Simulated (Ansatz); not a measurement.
# AlFH4NP: how energies converge with the basis set

Aim: see how fast density functionals converge with the basis set for AlFH4NP.

Computed with Ansatz 0.2.0, Gaussian basis. Level: one geometry, several basis sets.

Plan: PBE0-D4/def2-SVP; ωB97M-V/def2-SVP; PBE0-D4/def2-QZVPP; ωB97M-V/def2-QZVPP; the functionals' def2-TZVPP values are taken from earlier runs.

## 1. The geometry

All runs share one geometry, relaxed beforehand with PBE0-D4 in a triple-zeta def2 set.

SMILES `[NH2][Al]([F])[PH2]`, 8 atoms, charge 0, spin multiplicity 1.

Atoms are counted from 1 here; the program's logs count them from 0.

Bond lengths: N1–Al2 1.757 Å, N1–H5 1.007 Å, N1–H6 1.006 Å, Al2–F3 1.652 Å, Al2–P4 2.313 Å, P4–H7 1.423 Å, P4–H8 1.422 Å. Angles: Al2–N1–H5 124.5°, Al2–N1–H6 125.0°, H5–N1–H6 110.5°, N1–Al2–F3 117.2°, N1–Al2–P4 124.0°, F3–Al2–P4 118.7°, Al2–P4–H7 91.8°, Al2–P4–H8 91.4°, H7–P4–H8 93.6°.

## 2. PBE0-D4 in def2-SVP

in.yaml reads:

```yaml
crystal:
  periodic: [false, false, false]
  atoms:
    - {symbol: N, position_ang: [0.056101, 1.620539, -0.139076]}
    - {symbol: Al, position_ang: [0.488278, 0.016678, 0.435003]}
    - {symbol: F, position_ang: [1.310247, -0.078844, 1.864983]}
    - {symbol: P, position_ang: [0.082399, -1.931534, -0.744142]}
    - {symbol: H, position_ang: [0.281957, 2.477562, 0.339589]}
    - {symbol: H, position_ang: [-0.461609, 1.812082, -0.980591]}
    - {symbol: H, position_ang: [-1.158487, -1.433110, -1.229750]}
    - {symbol: H, position_ang: [-0.506685, -2.540272, 0.398184]}
basis:
  gaussian: {orbitals: def2-SVP}
hamiltonian: {xc: pbe0, dispersion: d4}
output: {orbitals: {seedname: orbitals}}
```

Started as:

```
$ ansatz run in.yaml --threads 2 --pin off --events-out ev --progress --plain --max-ram 4352MiB
```

The runs that follow: ωB97M-V in def2-SVP; PBE0-D4 in def2-QZVPP; ωB97M-V in def2-QZVPP.

Before running them: what should the planned runs give, taken together? Wanted: PBE0-D4: double and triple zeta above quadruple; ωB97M-V: double and triple zeta above quadruple.

As calculated:

| quantity | value |
| --- | --- |
| PBE0-D4: double and triple zeta above quadruple | 11.75, 0.77 eV |
| ωB97M-V: double and triple zeta above quadruple | 11.84, 0.73 eV |

In words: PBE0-D4 gains 10.99 eV from double to triple zeta, then 0.77 eV more. These are total energies; as a rule much of such shifts cancels in differences, which this series doesn't test. The LUMO of ωB97M-V is positive and keeps falling with the basis (1.55 to 0.75 eV): an unbound level that the basis holds in place.
